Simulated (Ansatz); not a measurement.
**C4H11ClFGaSi: vertical ionisation energy**

An exercise on one series of results from a longer session: the logs are not shown, and one member is left open.

The runs use Ansatz 0.2.0, Gaussian basis; unrestricted cation, the program's frozen cores in correlated methods.

The runs, in order: UKS PBE-D4/def2-TZVPP; UKS r2SCAN-D4/def2-TZVPP; UKS PBE0-D4/def2-TZVPP; UKS B3LYP-D4/def2-TZVPP; UKS wB97X-V/def2-TZVPP; UKS wB97M-V/def2-TZVPP; UKS B2PLYP/def2-TZVPP; UHF-CCSD(T)/def2-TZVPP; UHF-MP2/def2-QZVPP; extrapolation to the limit; then −ε(HOMO) from the neutral's earlier runs with LDA (SPW92), PBE-D4, revPBE-D4, BLYP-D4, r2SCAN-D4, B97M-V, PBE0-D4, B3LYP-D4, r2SCANh-D4, r2SCAN0-D4, HSE06-D4, BHLYP-D4, CAM-B3LYP-D4, LC-ωPBE, ωB97X-V, ωB97M-V.

## The geometry

The geometry comes from an earlier relaxation with PBE0-D4 in a triple-zeta def2 set; it is a stationary point, not always the lowest conformer.

SMILES `C[Si](C)(C)[CH2][Ga]([F])[Cl]`, 19 atoms, charge 0, spin multiplicity 1.

Atoms are counted from 1 here; the program's logs count them from 0.

Bond lengths: C1–Si2 1.871 Å, C1–H9 1.094 Å, C1–H10 1.093 Å, C1–H11 1.093 Å, Si2–C3 1.876 Å, Si2–C4 1.870 Å, Si2–C5 1.889 Å, C3–H12 1.096 Å, C3–H13 1.094 Å, C3–H14 1.093 Å, C4–H15 1.093 Å, C4–H16 1.093 Å, C4–H17 1.093 Å, C5–Ga6 1.931 Å, C5–H18 1.093 Å, C5–H19 1.094 Å, Ga6–F7 1.752 Å, Ga6–Cl8 2.138 Å. Angles: Si2–C1–H9 110.9°, Si2–C1–H10 111.1°, Si2–C1–H11 111.2°, H9–C1–H10 107.8°, H9–C1–H11 107.8°, H10–C1–H11 107.9°, C1–Si2–C3 110.0°, C1–Si2–C4 110.6°, C1–Si2–C5 109.2°, C3–Si2–C4 109.9°, C3–Si2–C5 108.5°, C4–Si2–C5 108.6°, Si2–C3–H12 111.9°, Si2–C3–H13 111.6°, Si2–C3–H14 110.9°, H12–C3–H13 107.8°, H12–C3–H14 106.8°, H13–C3–H14 107.6° and more.

Set-up of the first run:

Input file in.yaml:

```yaml
crystal:
  periodic: [false, false, false]
  atoms:
    - {symbol: C, position_ang: [-0.452815, -2.263855, -0.111064]}
    - {symbol: Si, position_ang: [-0.031546, -0.459796, 0.152186]}
    - {symbol: C, position_ang: [1.794742, -0.174372, -0.167078]}
    - {symbol: C, position_ang: [-0.464459, 0.070834, 1.892055]}
    - {symbol: C, position_ang: [-1.023783, 0.591908, -1.062677]}
    - {symbol: Ga, position_ang: [-0.287764, 2.371301, -1.205632]}
    - {symbol: F, position_ang: [0.603202, 2.906207, -2.615750]}
    - {symbol: Cl, position_ang: [-0.337290, 3.875366, 0.313220]}
    - {symbol: H, position_ang: [0.093423, -2.898033, 0.592680]}
    - {symbol: H, position_ang: [-1.520882, -2.444091, 0.036015]}
    - {symbol: H, position_ang: [-0.194110, -2.587030, -1.122762]}
    - {symbol: H, position_ang: [2.095337, 0.852394, 0.068952]}
    - {symbol: H, position_ang: [2.056418, -0.367211, -1.211164]}
    - {symbol: H, position_ang: [2.406734, -0.833305, 0.454822]}
    - {symbol: H, position_ang: [-1.522727, -0.102244, 2.105361]}
    - {symbol: H, position_ang: [-0.263071, 1.134214, 2.047720]}
    - {symbol: H, position_ang: [0.119025, -0.491162, 2.626264]}
    - {symbol: H, position_ang: [-1.007741, 0.152837, -2.063937]}
    - {symbol: H, position_ang: [-2.062692, 0.666038, -0.729192]}
basis:
  gaussian: {orbitals: def2-TZVPP}
total_charge: 1
magnetization: {spin_polarized: true, initial_magnetization: 1}
hamiltonian: {xc: pbe, dispersion: d4}
```

On the command line:

```console
$ ansatz run in.yaml --threads 4 --pin off --events-out ev --progress --plain --max-ram 66560MiB --backend cuda --devices 0, --max-vram 37GiB
```

Among the steps run: Cation, UKS PBE-D4/def2-TZVPP; Cation, UKS r2SCAN-D4/def2-TZVPP; Cation, UKS PBE0-D4/def2-TZVPP; Cation, UKS B3LYP-D4/def2-TZVPP; Cation, UKS wB97X-V/def2-TZVPP; Cation, UKS wB97M-V/def2-TZVPP; Cation, UKS B2PLYP (frozen core)/def2-TZVPP; Cation, UHF-CCSD(T)/def2-TZVPP; Cation, UHF-MP2/def2-QZVPP.

One table of the session follows, with a row left open; its other results are not shown here.

For comparison, −ε(HOMO) of the neutral from earlier runs:

| functional | −ε(HOMO) (eV) |
| --- | --- |
| LDA (SPW92) | 7.31 |
| PBE-D4 | 7.15 |
| revPBE-D4 | 7.08 |
| BLYP-D4 | 7.02 |
| r2SCAN-D4 | 7.43 |
| B97M-V | 7.49 |
| PBE0-D4 | 8.41 |
| B3LYP-D4 | 8.20 |
| r2SCANh-D4 | 7.90 |
| r2SCAN0-D4 | 8.60 |
| HSE06-D4 | 8.01 |
| BHLYP-D4 | 9.57 |
| CAM-B3LYP-D4 | 9.75 |
| LC-ωPBE | 11.06 |
| ωB97X-V | 10.71 |
| ωB97M-V | ? |

Estimate the missing values for ωB97M-V.

As computed: −ε(HOMO) (eV): 10.57. In the column «−ε(HOMO) (eV)» it lies between CAM-B3LYP-D4 (9.75) and ωB97X-V (10.71).
